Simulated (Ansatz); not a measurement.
# CHGeN (triplet): wave-function methods side by side at a displaced geometry (v1), cc-pVDZ

An exercise on one series of results from a longer session: the logs are not shown, and one member is left open.

Computed with Ansatz 0.2.0, Gaussian basis. Level: cc-pVDZ, core rule «outside noble gas», up to 16 orbitals frozen.

Plan: UHF; CCSD(T) on ROHF; CCSD(T) on UHF; BCCD(T) on ROHF; CISD; CCSDT(Q) on ROHF; CCSDT(Q) on UHF.

23 further runs of the same task are left out: 8 that didn't finish, 15 set aside as unsound or not needed.

## What is computed

The geometry is a PBE0/def2-TZVP stationary point (not a proven minimum) with its atoms shifted at random (size 0.040 Å). No spin-orbit coupling is included. The filled d shell of Ge may be among the frozen orbitals whatever the setting's name suggests; the logs give the count.

4 atoms, charge 0, spin multiplicity 3.

Atoms are counted from 1 here; the program's logs count them from 0.

Bond lengths: C1–N2 1.210 Å, C1–Ge3 2.187 Å, N2–Ge3 2.267 Å, N2–H4 1.003 Å. Angles: N2–C1–Ge3 77.9°, C1–N2–Ge3 70.6°, C1–N2–H4 135.1°, Ge3–N2–H4 154.2°, C1–Ge3–N2 31.5°.

The first run:

File in.yaml:

```yaml
crystal:
  periodic: [false, false, false]
  atoms:
    - {symbol: C, position_ang: [-0.033671, -0.813990, 1.419766]}
    - {symbol: N, position_ang: [-0.034504, 0.372932, 1.655102]}
    - {symbol: Ge, position_ang: [0.013460, 0.049753, -0.588387]}
    - {symbol: H, position_ang: [-0.089317, 0.931596, 2.485834]}
basis:
  gaussian: {orbitals: cc-pVDZ}
magnetization: {spin_polarized: true, initial_magnetization: 2}
hamiltonian: {xc: hf}
output: {orbitals: {seedname: orbitals}}
```

On the command line:

```console
$ ansatz run in.yaml --threads 1 --pin off --events-out ev --progress --plain --max-ram 2393MiB
```

Steps of the session up to this table: UHF; CCSD(T) on ROHF; CCSD(T) on UHF; BCCD(T) on ROHF; CISD; CCSDT(Q) on ROHF; CCSDT(Q) on UHF.

One of the session's tables, all rows but one given; the rest of the session is left out.

```
   method  from UCCSDT(Q) (kcal/mol)
     ROHF                    +240.27
      UHF                    +234.22
     RMP2                          ?
     UMP2                     +28.98
    RCCSD                     +11.65
    UCCSD                     +11.36
 RCCSD(T)                      +1.70
 UCCSD(T)                      +1.65
  BCCD(T)                      +1.69
   RCCSDT                      +1.08
   UCCSDT                      +0.93
RCCSDT(Q)                      +0.20
UCCSDT(Q)                          0
```

Estimate the missing values for RMP2.

As computed: from UCCSDT(Q) (kcal/mol): +27.14. In the column «from UCCSDT(Q) (kcal/mol)» it lies between RCCSD (+11.65) and UMP2 (+28.98).

Not comparable, so not listed: CISD (they don't share determinant, frozen orbitals or solution with the rows shown, or repeat one).

To keep in mind: Restricted and unrestricted rows rest on different reference determinants; where their highest levels disagree by more than a few hundredths of an eV, they describe different states and don't form one ladder.
